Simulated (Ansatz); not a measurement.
**GaSb3 in Ansatz: the effect of functional**

GaSb3:

```xyz
4
Lattice="0.0000 3.8038 3.8038 3.8038 0.0000 3.8038 3.8038 3.8038 0.0000" Properties=species:S:1:pos:R:3 pbc="T T T"
Sb    3.8038    3.8038    3.8038
Sb    5.7056    5.7056    5.7056
Sb    1.9019    1.9019    1.9019
Ga    0.0000    0.0000    0.0000
```

The cell comes from a database or a generator and needn't be the stable form of this composition.

The cell isn't the ideal one: volume scaled by 1.06.

Alike in all runs:

| Property | Result |
| --- | --- |
| Program | Ansatz 0.2.0 |
| Task | single point |
| Potentials or basis | Ansatz PAW |
| k mesh | 6 × 6 × 6 |
| Occupations | fermi-dirac, width 0.05 eV |
| Spin | no spin polarisation |

```csv
functional,cutoff,pressure (GPa)
LDA,420 eV (not typed: the program's choice for these potentials),-6.6
r2SCAN,500 eV (not typed: the program's choice for these potentials),?
PBE,420 eV (not typed: the program's choice for these potentials),-3.0
```

What does the run with functional r2SCAN give?

Pressure -3.9 GPa.

Caveats: the PAW data sets come from PBE, with cores solved anew for the run's functional, which leaves a small shift of forces and pressure (some runs).
